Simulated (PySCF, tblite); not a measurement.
# C8H11OP: geometry, infrared bands and NMR shifts

What infrared bands and NMR shifts should C8H11OP (`CC1=C[P@@](=O)(C2CC2)C=C1`) show?

The runs use tblite 0.8.0 and PySCF 2.14.0, with density-fitted response routines of our own; the level of theory stands in each step. All values are computed, except where a source is named. Atoms are numbered from 0 throughout.

## (1) Starting geometry

21 atoms, charge 0, multiplicity 1; geometry from: force field or distance geometry start.

Bonds of the start (Å): C0–C1 1.50, C1–C2 1.34, C2–P3 1.76, P3–O4 1.51, P3–C5 1.82, C5–C6 1.50, C6–C7 1.50, P3–C8 1.76, C8–C9 1.34, C9–C1 1.45, C7–C5 1.49, C0–H10 1.09, C0–H11 1.10, C0–H12 1.09, C2–H13 1.08, C5–H14 1.08, C6–H15 1.10, C6–H16 1.08, C7–H17 1.09, C7–H18 1.09, C8–H19 1.07, C9–H20 1.08.

## (2) Optimising the geometry with GFN2-xTB

What the job is given:

```
{"job": {"kind": "relax", "xc": "GFN2-xTB", "basis": "xTB"}, "charge": 0, "multiplicity": 1}
C      3.330400     0.620500    -0.078300
C      1.969700     0.035200     0.136600
C      0.929900     0.626700     0.738100
P     -0.481300    -0.423000     0.798000
O     -1.383600    -0.609000     1.997900
C     -1.571800     0.209300    -0.510200
C     -2.693200     1.147500    -0.160900
C     -2.987200    -0.257900    -0.591300
C      0.427700    -1.712800     0.007900
C      1.677700    -1.329800    -0.270800
H      3.556000     0.646300    -1.147800
H      3.372500     1.646400     0.302800
H      4.086000     0.037900     0.445100
H      0.934800     1.635700     1.124000
H     -1.060100     0.403000    -1.444600
H     -2.856800     1.390800     0.899700
H     -2.919400     1.954300    -0.840700
H     -3.424200    -0.414500    -1.579300
H     -3.354200    -0.953800     0.162200
H      0.024800    -2.683600    -0.213500
H      2.413300    -1.952400    -0.754700
```

Command:

```bash
$ OMP_NUM_THREADS=1 python probes_run.py task.json out
```

One launch serves the whole session: the jobs run in the order shown.

**Question.** This job is followed by: GFN2-xTB harmonic vibrations, gas phase; GIAO PBE0/pcSseg-1 NMR shielding, non-relativistic, gas phase. What will the session give for the following? strongest single infrared mode (GFN2-xTB); zero-point energy (GFN2-xTB); 13C shifts against TMS (PBE0/pcSseg-1); 1H shifts against TMS (PBE0/pcSseg-1, means over atoms taken as alike); 31P shifts against H3PO4 (PBE0/pcSseg-1); 17O shifts against H2O (PBE0/pcSseg-1); surface potential, 1st and 99th percentile.

As calculated:

| quantity | value |
| --- | --- |
| strongest single infrared mode (GFN2-xTB) | 1267 cm⁻¹, 231 km/mol |
| zero-point energy (GFN2-xTB) | 104.8 kcal/mol |
| 13C shifts against TMS (PBE0/pcSseg-1) | 157.0, 148.4, 141.4, 131.7, 22.4, 9.3, 1.8, 1.7 ppm |
| 1H shifts against TMS (PBE0/pcSseg-1, means over atoms taken as alike) | 6.66, 6.47, 5.99, 2.08, 1.00, 0.98, 0.63, 0.62, 0.35 ppm |
| 31P shifts against H3PO4 (PBE0/pcSseg-1) | 30.9 ppm |
| 17O shifts against H2O (PBE0/pcSseg-1) | 43.1 ppm |
| surface potential, 1st and 99th percentile | -2.32 V and 1.05 V |

In words: Over 62 steps the energy fell by 0.310 eV; of the close pairs, P3–C8 changed most, 1.765 to 1.819 Å. All 57 modes are real, so the xTB geometry is a minimum. The strongest single mode, at 1267 cm⁻¹, moves mainly O4 and P3. Unscaled tight-binding wavenumbers are off by several per cent, some by more. Its intensities can rank the bands wrongly. At PBE0/pcSseg-1: The widest tensor belongs to C1: span 239 ppm, with a paramagnetic part of -235 ppm. At PBE0/pcSseg-1, counted by nearest atom on the grid, the HOMO lies on C2 28 %; C8 21 %, the LUMO on C2, C8 about 19 % each; C1, C9 about 16 % each.
